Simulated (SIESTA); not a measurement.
Crystal: MnSn2.

```
CELL_PARAMETERS angstrom
-3.32950 3.32950 2.72350
3.32950 -3.32950 2.72350
3.32950 3.32950 -2.72350
ATOMIC_POSITIONS crystal
Sn 0.83770 0.66230 0.50000
Sn 0.33770 0.83770 0.17540
Sn 0.16230 0.33770 0.50000
Sn 0.66230 0.16230 0.82460
Mn 0.75000 0.75000 0.00000
Mn 0.25000 0.25000 0.00000
```

* Program: SIESTA 5.4.2
* Task: single point
* Functional: PBEsol
* Potentials or basis: PseudoDojo 0.4 standard (PBEsol files)
* Basis: DZP (energy shift 0.003 Ry; two zetas on semicore shells)
* Grid cutoff: 800 Ry
* Energy shift: 0.003 Ry
* k mesh: 6 × 6 × 6
* Occupations: fermi-dirac, width 0.05 eV
* Spin: collinear spin, ferromagnetic start
* Starting moments: [0.0, 0.0, 0.0, 0.0, 4.0, 4.0] μB

On this cell: pressure -4.1 GPa; largest force 0.159 eV/Å; net moment 4.63 μB per cell; site moments Sn -0.24; Mn +2.79 μB; band gap on the k mesh none (metal or under the smearing width).

The same run follows on a disturbed copy (atoms moved at random, drawn with an rms of 0.05 Å):

```
CELL_PARAMETERS angstrom
-3.32950 3.32950 2.72350
3.32950 -3.32950 2.72350
3.32950 3.32950 -2.72350
ATOMIC_POSITIONS crystal
Sn 0.84514 0.66686 0.50618
Sn 0.33182 0.83748 0.16791
Sn 0.15203 0.33260 0.48865
Sn 0.66424 0.16298 0.83256
Mn 0.75514 0.75779 0.00017
Mn 0.23659 0.24047 0.00345
```

Q: What changes?

A: The energy (extrapolated to zero smearing) moves by +10.2 meV/atom; pressure -3.7 GPa; largest force 0.587 eV/Å; net moment 4.62 μB per cell; site moments Sn -0.23, -0.24; Mn +2.78, +2.77 μB; band gap on the k mesh none (metal or under the smearing width).

Forces in eV/Å, atoms in the order of the input:
```
Sn   0.068 -0.422 -0.101
Sn  -0.094  0.269 -0.071
Sn   0.155  0.566  0.027
Sn   0.080 -0.316  0.053
Mn  -0.077 -0.024 -0.467
Mn  -0.133 -0.074  0.558
```

Stress tensor (GPa, compression positive):
```
-3.69  0.03 -0.02
 0.03 -3.74 -0.07
-0.02 -0.07 -3.71
```

Caveats: short orbitals over semicore shells can move pressures by several GPa; the basis of atomic orbitals isn't converged, which shifts pressures, moduli and gaps.
